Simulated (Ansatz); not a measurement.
# CuOH (SMILES [Cu]O) at B3LYP/6-31G(d) (spherical functions)

What is the vertical singlet–triplet gap of CuOH at B3LYP/6-31G* (spherical functions)? 

The results are computed with Ansatz 0.2.0.

29 further runs of the same task are left out: 29 set aside as unsound or not needed.

### Step 1. The system as given

CuOH has 3 atoms, charge 0, and is taken as a singlet. As SMILES, `[Cu]O`. The shape is that of a PBE0-D4/def2-TZVP optimisation.

Bond lengths: Cu1–O2 1.785 Å, O2–H3 0.962 Å. Angles: Cu1–O2–H3 109.0°.

### Step 2. A single-point energy at B3LYP/6-31G(d) (spherical functions)

Contents of molecule.yaml:

```yaml
crystal:
  periodic: [false, false, false]
  atoms:
    - {symbol: Cu, position_ang: [-1.152790, 0.285260, -0.596950]}
    - {symbol: O, position_ang: [0.412870, 0.307820, 0.260030]}
    - {symbol: H, position_ang: [0.739920, -0.593080, 0.336920]}
basis:
  gaussian:
    orbitals: 6-31G_st_-spherical.json
hamiltonian:
  xc: {name: B3LYP}
accuracy: high
output: {orbitals: {seedname: orbitals}}
```

The basis set 6-31G* is read from a file made from the Basis Set Exchange's data (not shown).

On the command line:

```sh
$ ansatz run molecule.yaml --threads 1 --pin off --max-ram 3480MiB --events-out events.jsonl --progress --plain --runs-dir runs
```

The log of the run:

```text
Warning: RAYON_NUM_THREADS=1 ignored (pool sized by the plan → 1); use --threads N
Functional definition: B3LYP
  name "B3LYP"
  parameter a0 = 0.2
  parameter ax = 0.72
  parameter ac = 0.81
  exchange = (1 - a0 - ax)*slater_x + ax*b88_x + a0*exact_x
  correlation = (1 - ac)*vwn_rpa_c + ac*lyp_c
926 factors; integrals over basis functions are off by at most 4.2e-9 eV
mean field evaluation 1: about -46686.3148 eV, gradient 7.4e1 eV
mean field evaluation 2: about -46446.7756 eV, gradient 3.7e2 eV
mean field evaluation 4: about -46694.5324 eV, gradient 2.2e1 eV
mean field evaluation 8: about -46695.5119 eV, gradient 8.1e-1 eV
mean field evaluation 16: about -46695.5900 eV, gradient 4.5e-4 eV
mean field -46695.58996007 eV, -1716.0312796248 hartree, gradient 1.4e-8 eV, S^2 0.000000; 0 other end points of the search recorded, 0 dependent functions left out
reference -46695.58998807 eV, -1716.0312806538 hartree; 19, 19 occupied and 31, 31 virtual orbitals, 926 factors
Total energy: -46695.58998807 eV, -1716.0312806538 hartree
```

Wall time 5.1 s (1 thread of Arm Neoverse V1, shared host); peak memory 0.13 GiB.

### Step 3. The triplet

Contents of in.yaml:

```yaml
crystal:
  periodic: [false, false, false]
  atoms:
    - {symbol: Cu, position_ang: [-1.152790, 0.285260, -0.596950]}
    - {symbol: O, position_ang: [0.412870, 0.307820, 0.260030]}
    - {symbol: H, position_ang: [0.739920, -0.593080, 0.336920]}
basis:
  gaussian:
    orbitals: 6-31G_st_-spherical.json
magnetization:
  spin_polarized: true
  initial_magnetization: 2
hamiltonian:
  xc: {name: B3LYP}
accuracy: high
output:
  orbitals: {seedname: orbitals}
```

The basis set 6-31G* is read from a file made from the Basis Set Exchange's data (not shown).

On the command line:

```sh
$ ansatz run in.yaml --threads 1 --pin off --max-ram 3480MiB --events-out events.jsonl --progress --plain --runs-dir runs
```

The log of the run:

```text
Warning: RAYON_NUM_THREADS=1 ignored (pool sized by the plan → 1); use --threads N
[... 7 set-up lines as earlier in the session ...]
926 factors; integrals over basis functions are off by at most 4.2e-9 eV
mean field evaluation 1: about -46688.7886 eV, gradient 4.0e1 eV
mean field evaluation 2: about -46600.9274 eV, gradient 1.3e2 eV
mean field evaluation 4: about -46694.3289 eV, gradient 1.1e1 eV
mean field evaluation 8: about -46694.7398 eV, gradient 1.2e-1 eV
mean field evaluation 16: about -46694.7431 eV, gradient 2.6e-2 eV
mean field evaluation 32: about -46694.7432 eV, gradient 2.4e-6 eV
mean field evaluation 64: about -46694.7995 eV, gradient 1.1e-2 eV
mean field -46694.79949238 eV, -1716.0022304732 hartree, gradient 1.5e-8 eV, S^2 2.003295; 4 other end points of the search recorded, 0 dependent functions left out
reference -46694.79952060 eV, -1716.0022315103 hartree; 20, 18 occupied and 30, 32 virtual orbitals, 926 factors
Total energy: -46694.79952060 eV, -1716.0022315103 hartree
```

Run time: 27 s. Hardware: 1 thread of Arm Neoverse V1, shared host; peak memory 0.2 GiB.

### Step 4. Results

At B3LYP/6-31G* (spherical functions):

```
                                        quantity           value
                           singlet: total energy  -1716.03128 Eh
                            singlet: HOMO energy        -5.82 eV
                            singlet: LUMO energy        -2.63 eV
                          singlet: HOMO–LUMO gap         3.20 eV
                           triplet: total energy  -1716.00223 Eh
     triplet: HOMO energy (highest over α and β)        -5.13 eV
      triplet: LUMO energy (lowest over α and β)        -3.99 eV
                                   triplet: ⟨S²⟩           2.003
vertical energy of the triplet above the singlet        0.790 eV
```

**Reading.** At this shape the triplet lies 0.79 eV (18.2 kcal/mol) above the singlet.
